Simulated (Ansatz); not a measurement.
## HPbNO4 under changes of volume

One of the cells (15.590 Å³/atom); the others are scaled copies at fixed shape and fractional positions:

```
H Pb N O
1.0
     4.27531   -0.00040    0.00636
    -2.08399    5.20775   -0.04907
    -2.12377   -1.86574    4.91491
H Pb N O
1 1 1 4
Direct
  0.99073 0.03330 0.90994
  0.50274 0.81989 0.14287
  0.00838 0.47408 0.50265
  0.99816 0.92741 0.02877
  0.19467 0.73435 0.60852
  0.81673 0.35882 0.24556
  0.01381 0.33121 0.65217
```

The cell was built by a generator and needn't be a form met in nature.

* Program: Ansatz 0.2.0
* Functional: PBE
* Potentials or basis: Ansatz PAW soft_1
* Cutoff: 420 eV (not typed: the program's choice for these potentials)
* k mesh: 8 × 6 × 6
* Occupations: fermi-dirac, width 0.05 eV
* Spin: no spin polarisation

```tsv
volume (Å³/atom)	energy over the lowest point (meV/atom)	pressure (GPa)	gap on the mesh (eV)	largest force (eV/Å)
14.654	?	?	?	?
14.966	7.30	3.8	2.88	1.148
15.278	1.83	1.8	2.85	0.564
15.590	0.00	0.1	2.82	0.023
15.902	1.45	-1.5	2.79	0.483
16.213	5.87	-3.0	2.76	0.952
16.525	12.97	-4.3	2.73	1.389
```

Q: What does the run at 14.654 Å³/atom give?

A: Energy over the lowest point 16.78 meV/atom; pressure 6.0 GPa; gap on the mesh 2.90 eV; largest force 1.775 eV/Å.

Worked out: A Birch-Murnaghan fit of order 3 (a polynomial in V^(-2/3)) to the other rows has its minimum at 15.60 Å³/atom with B0 = V·E''(V) = 84 GPa and B' = 4.1 at fixed shape and positions, which overstates the stiffness. It gives 16.80 meV/atom at 14.654 Å³/atom, against the run's 16.78, and -dE/dV = 6.0 GPa, against 6.0. A straight line through the other rows of the gap, of slope -1.51 eV per unit of ln V, extrapolates to 2.91 eV, against the run's 2.90.

Energies are extrapolated to zero smearing.

Caveats: spin-orbit coupling is left out, which as a rule narrows the gap of such compounds by several tenths of an eV; forces of over 1 eV/Å show positions far from the minimum, so gaps and moduli don't describe the material at rest (some runs).

A mesh can miss the band edges.
